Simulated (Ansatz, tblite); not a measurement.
**Sn27H34 atom sphere (Sn₂₇H₃₄): a ladder of methods and basis sets**

One table from this session's results is given with a row withheld; the runs are named, their logs left out.

Computed with Ansatz 0.2.0, Gaussian basis. Level: as each input shows.

Plan: GFN1-xTB, GFN2-xTB, PBE-D4/def2-SVP, r2SCAN-D4/def2-SVP, B3LYP-D4/def2-SVP, PBE0-D4/def2-TZVP, PBE-D4/def2-TZVP, MP2/def2-SVP, RPA/def2-SVP.

1 further run of the same task is left out (set aside as unsound or not needed). Runs told in other sessions of the task aren't counted.

## The relaxed structure

The singlet was relaxed beforehand with r2SCAN-D4/def2-SVP.

61 atoms, charge 0, spin multiplicity 1.

Bond lengths: Sn1–Sn2 2.799 Å, Sn1–Sn10 2.799 Å, Sn1–H28 1.723 Å, Sn1–H29 1.723 Å, Sn2–Sn3 2.811 Å, Sn2–Sn5 2.815 Å, Sn2–H30 1.729 Å, Sn3–Sn7 2.806 Å, Sn3–H31 1.724 Å, Sn3–H32 1.720 Å, Sn4–Sn5 2.817 Å, Sn4–Sn13 2.800 Å, Sn4–H33 1.723 Å, Sn4–H34 1.723 Å, Sn5–Sn6 2.815 Å, Sn5–Sn15 2.825 Å, Sn6–Sn8 2.811 Å, Sn6–Sn9 2.799 Å and more. Angles: Sn2–Sn1–Sn10 109.9°, Sn2–Sn1–H28 110.8°, Sn2–Sn1–H29 108.9°, Sn10–Sn1–H28 110.8°, Sn10–Sn1–H29 108.9°, H28–Sn1–H29 107.4°, Sn1–Sn2–Sn3 112.7°, Sn1–Sn2–Sn5 109.3°, Sn1–Sn2–H30 109.0°, Sn3–Sn2–Sn5 109.6°, Sn3–Sn2–H30 108.2°, Sn5–Sn2–H30 107.9°, Sn2–Sn3–Sn7 109.8°, Sn2–Sn3–H31 108.8°, Sn2–Sn3–H32 110.7°, Sn7–Sn3–H31 108.1°, Sn7–Sn3–H32 112.4°, H31–Sn3–H32 107.0° and more.

Sn takes a core potential in the def2 sets. No spin-orbit coupling is included.

PBE0-D4/def2-SVP was run before; its log isn't repeated, and its numbers join the tables.

Set-up of the first run:

Tight binding, by tblite at 300 K electronic temperature and without a spin-polarisation term:

```python
tblite.interface.Calculator('GFN1-xTB', numbers, positions, charge=0, uhf=0).singlepoint()
```

Tight binding, by tblite at 300 K electronic temperature and without a spin-polarisation term:

```python
tblite.interface.Calculator('GFN2-xTB', numbers, positions, charge=0, uhf=0).singlepoint()
```

start.molden holds the orbitals of an earlier run on this state, given as this run's starting guess.

Contents of in.yaml:

```yaml
crystal:
  periodic: [false, false, false]
  atoms:
    - {symbol: Sn, position_ang: [0.004160, -5.284209, -1.272059]}
    - {symbol: Sn, position_ang: [-2.287907, -3.976719, -0.337964]}
    - {symbol: Sn, position_ang: [-2.464147, -3.964870, 2.467036]}
    - {symbol: Sn, position_ang: [-2.279892, -1.315682, -4.115430]}
    - {symbol: Sn, position_ang: [-2.304507, -1.331125, -1.298460]}
    - {symbol: Sn, position_ang: [-4.589782, 0.000832, -0.336648]}
    - {symbol: Sn, position_ang: [-2.299382, -1.330024, 3.417018]}
    - {symbol: Sn, position_ang: [-4.666693, -0.160267, 2.468268]}
    - {symbol: Sn, position_ang: [-4.580233, 2.639934, -1.269447]}
    - {symbol: Sn, position_ang: [2.295163, -3.973255, -0.340422]}
    - {symbol: Sn, position_ang: [2.473254, -3.961100, 2.464373]}
    - {symbol: Sn, position_ang: [2.276320, -1.315971, -4.119451]}
    - {symbol: Sn, position_ang: [-0.002599, -0.001706, -5.079360]}
    - {symbol: Sn, position_ang: [2.305484, -1.328459, -1.302518]}
    - {symbol: Sn, position_ang: [0.000552, 0.001349, -0.353841]}
    - {symbol: Sn, position_ang: [2.302998, -1.326828, 3.415583]}
    - {symbol: Sn, position_ang: [0.000615, 0.001192, 2.481261]}
    - {symbol: Sn, position_ang: [0.001091, 2.629287, -4.119834]}
    - {symbol: Sn, position_ang: [-0.001644, 2.662361, -1.302795]}
    - {symbol: Sn, position_ang: [-2.299837, 3.971712, -0.340933]}
    - {symbol: Sn, position_ang: [-0.001151, 2.658881, 3.415735]}
    - {symbol: Sn, position_ang: [-2.200888, 4.117825, 2.464110]}
    - {symbol: Sn, position_ang: [4.588928, 0.007012, -0.341329]}
    - {symbol: Sn, position_ang: [4.666673, -0.152138, 2.463716]}
    - {symbol: Sn, position_ang: [4.575314, 2.646709, -1.272509]}
    - {symbol: Sn, position_ang: [2.294550, 3.975278, -0.340713]}
    - {symbol: Sn, position_ang: [2.195249, 4.122730, 2.464294]}
    - {symbol: H, position_ang: [0.005429, -6.937615, -0.788691]}
    - {symbol: H, position_ang: [0.003246, -5.249912, -2.995177]}
    - {symbol: H, position_ang: [-3.687401, -4.777198, -0.962264]}
    - {symbol: H, position_ang: [-3.995698, -4.606287, 2.929112]}
    - {symbol: H, position_ang: [-1.263740, -4.985615, 3.156832]}
    - {symbol: H, position_ang: [-2.320442, -2.937583, -4.696334]}
    - {symbol: H, position_ang: [-3.704389, -0.538136, -4.694920]}
    - {symbol: H, position_ang: [-5.980908, -0.812926, -0.962542]}
    - {symbol: H, position_ang: [-2.289610, -1.324897, 5.145473]}
    - {symbol: H, position_ang: [-5.985477, -1.169379, 2.929910]}
    - {symbol: H, position_ang: [-4.952887, 1.388381, 3.160043]}
    - {symbol: H, position_ang: [-4.552442, 2.622124, -2.992616]}
    - {symbol: H, position_ang: [-6.010756, 3.465855, -0.781129]}
    - {symbol: H, position_ang: [3.694680, -4.771436, -0.968005]}
    - {symbol: H, position_ang: [1.274932, -4.982954, 3.155931]}
    - {symbol: H, position_ang: [4.006870, -4.598815, 2.923907]}
    - {symbol: H, position_ang: [2.313453, -2.939134, -4.697105]}
    - {symbol: H, position_ang: [3.700163, -0.540041, -4.702288]}
    - {symbol: H, position_ang: [-0.003838, -0.002178, -6.807275]}
    - {symbol: H, position_ang: [2.295215, -1.322533, 5.144081]}
    - {symbol: H, position_ang: [-1.380579, 3.477705, -4.703093]}
    - {symbol: H, position_ang: [1.389362, 3.470210, -4.698842]}
    - {symbol: H, position_ang: [-2.294469, 5.583302, -0.967182]}
    - {symbol: H, position_ang: [-0.001474, 2.650059, 5.144240]}
    - {symbol: H, position_ang: [-3.684432, 3.586295, 3.154016]}
    - {symbol: H, position_ang: [-1.992830, 5.765301, 2.926107]}
    - {symbol: H, position_ang: [5.981457, -0.804170, -0.967307]}
    - {symbol: H, position_ang: [5.989239, -1.156288, 2.925720]}
    - {symbol: H, position_ang: [4.949362, 1.398161, 3.153747]}
    - {symbol: H, position_ang: [4.546265, 2.630401, -2.995631]}
    - {symbol: H, position_ang: [6.006157, 3.473827, -0.786871]}
    - {symbol: H, position_ang: [2.286400, 5.586634, -0.967498]}
    - {symbol: H, position_ang: [3.680000, 3.596615, 3.155287]}
    - {symbol: H, position_ang: [1.982454, 5.769777, 2.925483]}
basis:
  gaussian: {orbitals: def2-SVP, fitting: {mean_field: def2-universal-jkfit}, initial_orbitals: start.molden}
hamiltonian: {xc: pbe, dispersion: d4}
scf: {omitted_lower_state_checks: [starts]}
output: {forces: true, orbitals: {seedname: orbitals}}
```

The run is started by

```
$ ansatz run in.yaml --threads 11 --pin off --events-out ev --progress --plain --max-ram 174080MiB --backend cuda --devices 0, --max-vram 75GiB
```

Among the steps run: PBE-D4/def2-SVP; r2SCAN-D4/def2-SVP; B3LYP-D4/def2-SVP; PBE0-D4/def2-TZVP; PBE-D4/def2-TZVP; MP2/def2-SVP; RPA/def2-SVP.

One of the session's tables, all rows but one given; the rest of the session is left out.

It belongs to the step «Binding energy». 

```
             level  binding an atom (eV)
       HF/def2-SVP                 1.626
   PBE-D4/def2-SVP                 2.491
  PBE-D4/def2-TZVP                 2.503
r2SCAN-D4/def2-SVP                 2.485
 B3LYP-D4/def2-SVP                 2.471
  PBE0-D4/def2-SVP                 2.490
 PBE0-D4/def2-TZVP                 2.505
      MP2/def2-SVP                     ?
```

**Question.** Estimate the row for MP2/def2-SVP.

As computed: binding an atom (eV): 2.309. In the column «binding an atom (eV)» it lies between HF/def2-SVP (1.626) and B3LYP-D4/def2-SVP (2.471).

Limits of these values: Free atoms were run apart at each level; binding is atoms less cluster, divided by the number of atoms, without zero-point or spin-orbit terms.
